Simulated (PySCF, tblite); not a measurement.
**C₃H₆FO₂S₂ radical: geometry, infrared bands and EPR parameters**

Aim: predict the infrared bands and EPR parameters of C₃H₆FO₂S₂ radical (`CS(=O)(=O)CS[CH]F`).

Computed with tblite 0.8.0 and PySCF 2.14.0, with density-fitted response routines of our own, on a single molecule in the gas phase. Atoms are numbered from 0 throughout.

### 1 The molecule as given

14 atoms, charge 0, multiplicity 2; geometry from: force field or distance geometry start.

Bonds of the start (Å): C0–S1 1.76, S1–O2 1.47, S1–O3 1.45, S1–C4 1.80, C4–S5 1.82, S5–C6 1.71, C6–F7 1.35, C0–H8 1.10, C0–H9 1.09, C0–H10 1.09, C4–H11 1.09, C4–H12 1.09, C6–H13 1.08.

### 2 Optimising the geometry with GFN2-xTB

The job: settings as JSON, then the geometry in Å.

```
{"job": {"kind": "relax", "xc": "GFN2-xTB", "basis": "xTB"}, "charge": 0, "multiplicity": 2}
C     -2.152200    -0.014600    -0.016300
S     -0.891700    -1.206300    -0.341900
O     -1.085000    -2.308600     0.603900
O     -0.861600    -1.459900    -1.768700
C      0.630800    -0.382800     0.150800
S      0.983900     1.183000    -0.716000
C      2.494100     1.571300    -0.009700
F      3.030400     0.862900     1.009000
H     -3.121300    -0.498100    -0.180500
H     -2.054000     0.827600    -0.697100
H     -2.088200     0.315300     1.020900
H      0.563000    -0.209100     1.223700
H      1.433500    -1.095100    -0.036800
H      3.117600     2.413900    -0.273500
```

The run is started by

```console
$ OMP_NUM_THREADS=1 python probes_run.py task.json out
```

The driver reads the jobs from task.json and runs them one after another.

The log of the run:

```text
step      E/eV     max force
  0    -781.49503    1.676
  1    -781.56034    0.859
  2    -781.57633    0.404
  3    -781.59631    0.453
  4    -781.60234    0.352
  5    -781.60736    0.227
  6    -781.61501    0.289
  7    -781.62522    0.386
  8    -781.64039    0.646
  9    -781.65507    0.514
 10    -781.67917    0.259
 11    -781.68421    0.254
 12    -781.68961    0.174
 13    -781.69592    0.122
 14    -781.69702    0.113
 15    -781.70013    0.107
 16    -781.70115    0.096
 17    -781.70258    0.076
 18    -781.70357    0.073
 19    -781.70484    0.094
 20    -781.70641    0.134
 21    -781.70910    0.167
 22    -781.71313    0.168
 23    -781.71758    0.169
 24    -781.72053    0.121
 25    -781.72178    0.077
 26    -781.72245    0.063
 27    -781.72316    0.062
 28    -781.72369    0.052
 29    -781.72401    0.041
 30    -781.72420    0.031
 31    -781.72439    0.047
 32    -781.72462    0.047
 33    -781.72482    0.034
 34    -781.72494    0.026
 35    -781.72504    0.028
 36    -781.72517    0.033
 37    -781.72532    0.035
 38    -781.72543    0.024
 39    -781.72548    0.017
 40    -781.72552    0.018
 41    -781.72555    0.014
 42    -781.72557    0.010
```

Run time: 0.29 s. Hardware: 1 thread of Intel Xeon Platinum 8488C, shared host.

Relaxation path: (not every step is listed)

| step | energy from step 0 (eV) | largest force (eV/Å) |
| --- | --- | --- |
| 0 | 0.0000 | 1.6756 |
| 1 | -0.0653 | 0.8585 |
| 2 | -0.0813 | 0.4037 |
| 3 | -0.1013 | 0.4528 |
| 4 | -0.1073 | 0.3517 |
| 5 | -0.1123 | 0.2271 |
| 6 | -0.1200 | 0.2888 |
| 7 | -0.1302 | 0.3862 |
| 8 | -0.1454 | 0.6459 |
| 10 | -0.1841 | 0.2592 |
| 12 | -0.1946 | 0.1743 |
| 14 | -0.2020 | 0.1133 |
| 16 | -0.2061 | 0.0961 |
| 18 | -0.2085 | 0.0734 |
| 20 | -0.2114 | 0.1339 |
| 22 | -0.2181 | 0.1684 |
| 24 | -0.2255 | 0.1207 |
| 26 | -0.2274 | 0.0627 |
| 28 | -0.2287 | 0.0521 |
| 30 | -0.2292 | 0.0313 |
| 32 | -0.2296 | 0.0471 |
| 34 | -0.2299 | 0.0262 |
| 36 | -0.2301 | 0.0332 |
| 37 | -0.2303 | 0.0349 |
| 38 | -0.2304 | 0.0242 |
| 39 | -0.2304 | 0.0166 |
| 40 | -0.2305 | 0.0176 |
| 41 | -0.2305 | 0.0144 |
| 42 | -0.2305 | 0.0100 |

Distances of close pairs at the start and the end, largest changes first:

| bond | before (Å) | after (Å) | change (Å) |
| --- | --- | --- | --- |
| C0–S1 | 1.765 | 1.810 | +0.045 |
| S1–O2 | 1.465 | 1.434 | -0.031 |
| S1–C4 | 1.800 | 1.829 | +0.030 |
| S1–O3 | 1.449 | 1.431 | -0.018 |
| C0–H8 | 1.095 | 1.083 | -0.012 |
| C4–S5 | 1.824 | 1.815 | -0.009 |
| C0–H10 | 1.090 | 1.082 | -0.008 |
| C0–H9 | 1.087 | 1.082 | -0.005 |

The final coordinates are the input of the step that follows.

### 3 Vibrational analysis with GFN2-xTB

The job: settings as JSON, then the geometry in Å.

```
{"job": {"kind": "ir", "xc": "GFN2-xTB", "basis": "xTB"}, "charge": 0, "multiplicity": 2}
C     -2.141476     0.045884    -0.019540
S     -0.883647    -1.210796    -0.356015
O     -1.139321    -2.360337     0.462199
O     -0.762031    -1.394677    -1.770257
C      0.667183    -0.464567     0.264427
S      0.867623     1.169260    -0.499688
C      2.523428     1.443981    -0.138390
F      2.952006     1.107462     1.095723
H     -3.104046    -0.407893    -0.221627
H     -1.969624     0.886942    -0.678279
H     -2.070920     0.329329     1.022320
H      0.600405    -0.385956     1.345662
H      1.490032    -1.110895    -0.030169
H      2.969711     2.351788    -0.508488
```

The log of the run:

```text
mode    cm-1     km/mol
  1     -16.3      2.53
  2      48.2      5.79
  3      87.0      3.49
  4     121.9      2.22
  5     135.2      0.87
  6     198.5     11.62
  7     242.5      2.35
  8     268.9      1.22
  9     313.1      4.96
 10     376.6     53.60
 11     408.2     44.05
 12     469.6     84.63
 13     571.9     26.50
 14     650.5     30.23
 15     713.3     40.86
 16     752.0     30.10
 17     770.1    201.28
 18     815.8      0.77
 19     856.0     68.55
 20     863.2     14.95
 21     982.4      2.68
 22    1087.9     61.00
 23    1103.6    124.13
 24    1137.4    326.01
 25    1200.6     58.93
 26    1271.7     62.67
 27    1275.9    460.03
 28    1368.6      7.73
 29    1412.2     11.41
 30    1428.3     17.56
 31    3006.0      2.45
 32    3016.9      0.27
 33    3065.4      2.92
 34    3080.5      0.86
 35    3090.6      2.48
 36    3094.2      7.02
```

It took 0.49 s on 1 thread of Intel Xeon Platinum 8488C, shared host.

Which atoms move in the most intense modes:

| cm⁻¹ | km/mol | atoms |
| --- | --- | --- |
| 470 | 84.6 | O3 33 %, O2 30 %, S1 18 % |
| 770 | 201.3 | S1 30 %, C4 22 %, H12 20 % |
| 856 | 68.5 | H8 39 %, H9 23 %, C0 16 % |
| 1088 | 61.0 | H11 25 %, H12 21 %, C4 13 %, C6 12 % |
| 1104 | 124.1 | C6 33 %, F7 27 %, H13 13 % |
| 1137 | 326.0 | O3 29 %, O2 28 %, S1 23 % |
| 1272 | 62.7 | H10 26 %, H9 26 %, H8 24 %, C0 18 % |
| 1276 | 460.0 | S1 43 %, O3 29 %, O2 24 % |

### 4 g tensor and hyperfine couplings: B3LYP/pcH-1

The job, as its differences from that of step 3:

```diff
@@ -1,2 +1,2 @@
-{"job": {"kind": "ir", "xc": "GFN2-xTB", "basis": "xTB"}, "charge": 0, "multiplicity": 2}
+{"job": {"kind": "epr", "basis": "pcH-1"}, "charge": 0, "multiplicity": 2}
 C     -2.141476     0.045884    -0.019540
```

Method: UKS B3LYP, pcH-1 on C F H O S, non-relativistic, mean-field spin-orbit, GIAO.

The log of the run:

```text
UKS, coarse grid
  cycle   1  E = -1164.17955548  |g| = 9.47e-01
  cycle   2  E = -1163.14442140  |g| = 1.92e+00
  cycle   3  E = -1164.46732202  |g| = 1.77e-01
  cycle   4  E = -1164.47774755  |g| = 1.04e-01
  cycle   5  E = -1164.48238415  |g| = 2.35e-02
  cycle   6  E = -1164.48260810  |g| = 8.16e-03
  cycle   7  E = -1164.48263532  |g| = 2.31e-03
  cycle   8  E = -1164.48263739  |g| = 1.50e-03
  cycle   9  E = -1164.48263829  |g| = 8.47e-04
UKS, final grid
  cycle   1  E = -1164.48261357  |g| = 1.75e-03
  cycle   2  E = -1164.48260971  |g| = 3.77e-03
  cycle   3  E = -1164.48261464  |g| = 1.51e-04
  cycle   4  E = -1164.48261465  |g| = 3.67e-05
  cycle   5  E = -1164.48261465  |g| = 2.83e-05
E = -1164.48261465 Eh   <S^2> = 0.7543 (exact 0.7500)
g shifts (ppm)      1          2          3
  rmc          -216       -216       -216
  gc              3         61         24
  oz_so        -386       2748       5206
  total        -599       2594       5014
hyperfine (MHz)  atom isotope    a_iso     a_fc   dipolar eigenvalues
    0   13C       4.26       4.25     -0.37     -0.32      0.69
    1   33S       0.35       0.35     -0.24     -0.18      0.42
    2   17O      -0.34      -0.34     -0.79      0.36      0.43
    3   17O      -0.10      -0.10     -0.30      0.06      0.24
    4   13C      24.06      24.06     -2.31     -1.72      4.02
    5   33S       2.68       2.94    -21.34    -17.14     38.48
    6   13C     276.00     275.71    -72.98    -69.03    142.01
    7   19F     231.07     229.06   -243.00   -211.79    454.79
    8    1H       2.41       2.41     -0.53     -0.52      1.05
    9    1H       0.41       0.41     -1.58     -1.14      2.72
   10    1H       0.42       0.42     -1.07     -0.89      1.96
   11    1H       4.60       4.60     -3.06     -1.98      5.03
   12    1H       8.59       8.58     -4.17     -2.27      6.44
   13    1H     -27.76     -27.84    -30.70     -4.64     35.34
```

It took 81 s on 1 thread of Intel Xeon Platinum 8488C, shared host; peak memory 0.97 GiB.

Principal g values 2.00172, 2.00491, 2.00733; g(iso) = 2.00466, against 2.00232 for a free electron.

Hyperfine couplings; where a row names several nuclei, a(iso) is their mean (it holds for fast rotation or exchange) and the dipolar term the largest among them:

```
     nuclei  isotope  a(iso) (MHz)  a(iso) (G, at g = 2.0023)  largest dipolar term (MHz)
         C6      13C         276.0                       98.5                       142.0
         F7      19F         231.1                       82.4                       454.8
        H13       1H         -27.8                       -9.9                        35.3
         C4      13C          24.1                        8.6                         4.0
   H11, H12       1H           6.6                        2.4                         6.4
         C0      13C           4.3                        1.5                         0.7
         S5      33S           2.7                        1.0                        38.5
H8, H9, H10       1H           1.1                        0.4                         2.7
         S1      33S           0.3                        0.1                         0.4
     O2, O3      17O          -0.2                       -0.1                        -0.8
```

Mulliken spin populations:

C0 0.00; S1 0.00; O2 0.00; O3 0.00; C4 0.01; S5 0.13; C6 0.80; F7 0.06; H8 0.00; H9 0.00; H10 0.00; H11 0.00; H12 0.01; H13 -0.03

In first order the couplings over 0.8 MHz of 19F, 1H give 48 distinct lines over 98.2 G, if the averaged nuclei exchange fast; the same motion can average rows kept apart here too.

The fields below are evaluated on a grid from the run's orbitals.

ELF in a plane through or near 6 of the atoms.

Ten even steps from ' ' (0.00) to '@' (1.00):
```
                                                        
                                                        
                                                        
                                ..::                    
          ....    ..--++++::  ::@@@@##                  
      ..**%%##::  ::##%%%%**  ++@@@@@@::....            
      ++@@@@@@##..==##%%@@%%  ++@@@@@@==##%%==          
      **@@@@@@%%++**..====##  ::%%@@####@@@@%%..        
      --%%@@@@++==%%--##::++    ==**++%%@@@@@@::        
        ::**##==..%%--..**++  ::**%%**++%%@@##..        
          ..++%%##----**##**##++....**..                
            ::====  ..++**==%%--%%##--..                
              ..    ++@@@@##**==..::**--..              
                  ..@@@@@@%%..--++******==..            
                  ..@@@@@@%%  ..==**####==..            
                    **@@@@==    --**##++--              
                                ..----..                
                                                        
                                                        
                                                        
```
The map spans 12.4 Å across and 8.8 Å up, centred on the molecule. Atoms in the plane (x, y in Å): S1 (1.3, -0.7), S5 (-1.2, 0.8), C6 (-2.9, 0.4), H9 (1.5, 1.7), H12 (-0.9, -1.6), H13 (-3.6, 1.1).

log10 of the density (e/Å³) in the same plane.

Values, 10 rows by 14 columns:
```
-4.0 -4.0 -4.0 -4.0 -4.0 -4.0 -4.0 -4.0 -4.0 -4.0 -4.0 -4.0 -4.0 -4.0
-4.0 -4.0 -4.0 -4.0 -3.8 -3.2 -3.2 -3.5 -3.2 -3.1 -3.7 -4.0 -4.0 -4.0
-4.0 -3.9 -2.6 -2.2 -2.1 -1.5 -1.5 -2.0 -1.3 -1.3 -2.2 -3.0 -4.0 -4.0
-4.0 -3.1 -1.3 -0.5 -0.9 -0.2 -0.2 -1.3 -0.1 -0.1 -1.0 -1.9 -3.4 -4.0
-4.0 -2.9 -1.0  0.2  0.2  1.0  0.3 -1.1 -0.4  0.0 -0.3 -1.5 -3.2 -4.0
-4.0 -3.3 -1.7 -0.4 -0.1 -0.5  0.0 -0.2  0.5 -0.1 -1.4 -2.4 -3.7 -4.0
-4.0 -4.0 -2.4 -1.6 -1.5 -0.8  0.1 -0.2  0.4  0.0 -1.3 -2.8 -4.0 -4.0
-4.0 -4.0 -3.7 -2.9 -2.5 -1.2 -0.5 -1.3 -0.6 -0.1 -1.2 -2.8 -4.0 -4.0
-4.0 -4.0 -4.0 -4.0 -3.8 -2.8 -2.5 -2.6 -1.8 -1.5 -2.3 -4.0 -4.0 -4.0
-4.0 -4.0 -4.0 -4.0 -4.0 -4.0 -4.0 -4.0 -3.7 -3.4 -4.0 -4.0 -4.0 -4.0
```
The map spans 12.4 Å across and 8.8 Å up, centred on the molecule. Atoms in the plane (x, y in Å): S1 (1.3, -0.7), S5 (-1.2, 0.8), C6 (-2.9, 0.4), H9 (1.5, 1.7), H12 (-0.9, -1.6), H13 (-3.6, 1.1).

On the surface of density 0.002 e/bohr³ the electrostatic potential runs, from the 1st to the 99th percentile, from -1.62 V near O3 to 1.65 V near H10.

The spin density lies nearest to C6 60 %; S5 18 %; F7 10 %; H13 7 %.

### 5 Summary of results

```
                                                                  quantity                  value
                                 strongest single infrared mode (GFN2-xTB)  1276 cm⁻¹, 460 km/mol
                                              zero-point energy (GFN2-xTB)          56.2 kcal/mol
                                                            g(iso) (B3LYP)                2.00466
                                                                      ⟨S²⟩     0.754 (exact 0.75)
                                        largest a(iso) (averaged by class)   13C on C6, 276.0 MHz
potential on the surface of density 0.002 e/bohr³, 1st and 99th percentile     -1.62 V and 1.65 V
```

What this shows: Over 42 steps the energy fell by 0.231 eV; of the close pairs, C0–S1 changed most, 1.765 to 1.810 Å. The lowest mode is slightly imaginary (16i cm⁻¹), a soft motion within the noise of the Hessian, so the minimum is not strictly shown. The strongest single mode, at 1276 cm⁻¹, is spread over several atoms, S1, O3, O2 among them. Unscaled tight-binding wavenumbers are off by several per cent, some by more. Its intensities can rank the bands wrongly. C6 carries the largest spin population, 0.80 e. The isotropic g lies 2.3 ppt above the free-electron value. These values are for one conformer; the search (at its own cheap level) found 2 more, at 0.13, 1.27 kcal/mol, and measured spectra average over such forms.
